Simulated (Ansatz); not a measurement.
**F₃HSSi + H₂: a complex and its separated parts**

Aim: how far the complex at one end of a reaction step lies below its separated, relaxed parts, level by level.

Program: Ansatz 0.2.0, Gaussian basis. Level of theory: PBE0-D4/def2-TZVP structures, single points in def2-TZVPP, no counterpoise correction. These are calculated values, not measurements.

Levels: SPW92, PBE-D4, BLYP-D4, r2SCAN-D4, B97M-V, PBE0-D4, B3LYP-D4, r2SCAN0-D4, BHLYP-D4, CAM-B3LYP-D4, wB97X-V, wB97M-V, B2PLYP, PBE-QIDH, RPA on PBE, Hartree-Fock, MP2, CCSD, CCSD(T).

Cores are frozen in the correlated methods. B3LYP uses VWN-RPA correlation. B2PLYP carries no dispersion term here.

20 further runs of the same task are left out: 20 set aside as unsound or not needed.

## Step 1: The starting structure

The complex: 8 atoms, charge 0, spin multiplicity 1.

Atoms are counted from 1 here; the program's logs count them from 0.

Bond lengths: Si1–F3 1.571 Å, Si1–F4 1.573 Å, Si1–F5 1.574 Å, Si1–S7 2.090 Å, H2–H6 0.746 Å, S7–H8 1.346 Å. Angles: F3–Si1–F4 108.4°, F3–Si1–F5 108.6°, F3–Si1–S7 107.9°, F4–Si1–F5 106.0°, F4–Si1–S7 113.2°, F5–Si1–S7 112.5°, Si1–S7–H8 92.3°.

Geometry (Å):

```xyz
8
charge 0, multiplicity 1
Si   -0.0582    0.7391   -0.5548
H    -1.4305   -2.1900    0.8980
F    -0.9638   -0.2407   -1.3849
F    -0.8499    1.1791    0.7317
F     0.1669    2.0502   -1.3958
H    -0.8502   -2.1282    1.3634
S     1.7300   -0.2511   -0.1206
H     2.2557    0.8415    0.4628
```

Its parts: F₃HSSi holds atoms 1, 3, 4, 5, 7, 8; H₂ holds atoms 2, 6. Each part counts its atoms afresh in its own runs.

## Step 2: Relaxing F₃HSSi alone

relax-a/in.yaml

```yaml
crystal:
  periodic: [false, false, false]
  atoms:
    - {symbol: Si, position_ang: [-0.058245, 0.739060, -0.554807]}
    - {symbol: F, position_ang: [-0.963849, -0.240720, -1.384867]}
    - {symbol: F, position_ang: [-0.849902, 1.179072, 0.731711]}
    - {symbol: F, position_ang: [0.166930, 2.050220, -1.395796]}
    - {symbol: S, position_ang: [1.730010, -0.251113, -0.120588]}
    - {symbol: H, position_ang: [2.255672, 0.841515, 0.462823]}
basis:
  gaussian: {orbitals: def2-TZVP}
hamiltonian: {xc: pbe0, dispersion: d4}
relax: {f_tol: 0.005, max_steps: 200}
```

The command line of these runs was not kept.

Further steps of the session: Relaxing H₂ alone; wB97M-V/def2-TZVPP; CCSD(T)/def2-TZVPP; Vibrations of F₃HSSi; Vibrations of H₂.

Before running it: what results should come out? Wanted: complex less parts, CCSD(T)/def2-TZVPP; with zero-point energy; largest T1 diagnostic.

As calculated:

```
                              quantity           value
complex less parts, CCSD(T)/def2-TZVPP  -0.41 kcal/mol
                with zero-point energy  +0.30 kcal/mol
                 largest T1 diagnostic           0.012
```

At CCSD(T) the complex lies 0.41 kcal/mol below its parts. The functionals run from BLYP-D4, off by -0.04 kcal/mol, to SPW92, off by -0.80 kcal/mol, against CCSD(T). By rung, the mean size of the error is: LDA 0.80, GGA 0.23, meta-GGA 0.12, hybrid 0.22, range-separated hybrid 0.24, double hybrid 0.23 kcal/mol. PBE-D4 gives a relative energy 0.42 kcal/mol too low, an error of 101 % of the reference. No counterpoise was applied, and triple zeta lacks some correlation, so the CCSD(T) reference has a basis error of its own, and close matches with it are partly luck.
